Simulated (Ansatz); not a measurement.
Born–Oppenheimer molecular dynamics of a periodic cell of 36 atoms, Be (start crystal Be, start structure hcp, volume 1.05 times the crystal's). It starts from a structure without forces on its atoms.

All numbers below come from Ansatz 0.2.0, DFT PBE-D3(BJ), scalar-relativistic, plane waves, PAW. Settings: cutoff 420 eV, k mesh 2x2x2, fermi-dirac smearing 0.24 eV, no spin polarisation.

```yaml
ensemble: NVT, Langevin thermostat
time_step: 1.12 fs
steps_asked: 70
set_temperature: 2800 K
friction: 0.02 /fs
seed: 300708
```

First frame:

```xyz
36
Lattice="6.9826 0.0000 0.0000 -3.4913 6.0471 0.0000 0.0000 0.0000 7.2945" Properties=species:S:1:pos:R:3
Be 0.000 0.000 0.000
Be 0.000 1.344 1.824
Be 0.000 0.000 3.647
Be 0.000 1.344 5.471
Be -1.164 2.016 0.000
Be -1.164 3.360 1.824
Be -1.164 2.016 3.647
Be -1.164 3.360 5.471
Be -2.328 4.031 0.000
Be -2.328 5.375 1.824
Be -2.328 4.031 3.647
Be -2.328 5.375 5.471
Be 2.328 0.000 0.000
Be 2.328 1.344 1.824
Be 2.328 0.000 3.647
Be 2.328 1.344 5.471
Be 1.164 2.016 0.000
Be 1.164 3.360 1.824
Be 1.164 2.016 3.647
Be 1.164 3.360 5.471
Be 0.000 4.031 0.000
Be 0.000 5.375 1.824
Be 0.000 4.031 3.647
Be 0.000 5.375 5.471
Be 4.655 0.000 0.000
Be 4.655 1.344 1.824
Be 4.655 0.000 3.647
Be 4.655 1.344 5.471
Be 3.491 2.016 0.000
Be 3.491 3.360 1.824
Be 3.491 2.016 3.647
Be 3.491 3.360 5.471
Be 2.328 4.031 0.000
Be 2.328 5.375 1.824
Be 2.328 4.031 3.647
Be 2.328 5.375 5.471
```

Task: What does the run give?

Result: The run went to its last step.

```json
{"steps done": "70", "time covered": "78.4 fs", "mean temperature over the second half": "2032 K", "spread of the potential energy over the second half": "33.5 meV per atom", "mean potential energy of the second half above the start": "302.7 meV per atom"}
```

The mean temperature of the second half is 27 % below the set value. A run of 0.078 ps of so small a system gives no equilibrium averages. Limits of this set-up: coarse k mesh.

Task: What happens to the structure?

Result: Mean squared displacements from the first frame to the last, about the centre of mass: Be 0.14 Å². This is one draw of velocities; another would differ in detail.

Task: How do temperature and energy run in time?

Result: 
```
time (fs)  T (K)  potential energy less start (eV)
      0.0   2722                             0.000
      3.4   2683                             1.037
      6.7   2091                             3.961
     10.1   1354                             7.623
     13.4    930                            10.770
     16.8    880                            11.997
     20.2   1301                            10.672
     23.5   1894                             8.607
     26.9   2401                             7.259
     30.2   2453                             7.407
     33.6   2310                             8.286
     37.0   2062                             9.007
     40.3   2291                             9.097
     43.7   2273                             9.153
     47.0   1962                             9.466
     50.4   2057                            10.350
     53.8   1904                            11.274
     57.1   1651                            12.019
     60.5   1686                            12.653
     63.8   1849                            12.641
     67.2   2016                            11.926
     70.6   2474                            10.936
     73.9   2372                            10.444
     77.3   1953                            10.793
```

The run took 10 min on 1 thread of Arm Neoverse V1 (shared host), peak memory 0.65 GiB.
